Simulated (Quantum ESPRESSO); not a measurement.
The system is PtSe.

```xyz
2
Lattice="0.0000 2.7984 2.7984 2.7984 0.0000 2.7984 2.7984 2.7984 0.0000" Properties=species:S:1:pos:R:3 pbc="T T T"
Pt    2.7984    2.7984    2.7984
Se    0.0000    0.0000    0.0000
```

The cell comes from a database or a generator and needn't be the stable form of this composition.

Base run:

- Program: Quantum ESPRESSO 7.5
- Functional: PBE
- Potentials or basis: GBRV 1.5 PBE
- Cutoff: 612 eV
- Density cutoff: 4898 eV
- k mesh: 6 × 6 × 6
- Occupations: gaussian, width 0.05 eV
- Spin: no spin polarisation
- Hubbard terms: Pt d U = 3 eV

Its results: band gap on the k mesh none (metal or under the smearing width); pressure -14.2 GPa.

Q: The run is repeated on the same cell with these changes: spin from no spin polarisation to collinear spin, ferromagnetic start; magnetic state asked for from nm to fm. What comes out?

A: Band gap on the k mesh none (metal or under the smearing width); pressure -14.1 GPa; net moment 0.16 μB per cell; site moments Pt +0.09; Se +0.05 μB.

Caveats: U without spin polarisation on a metal has little footing (some runs).
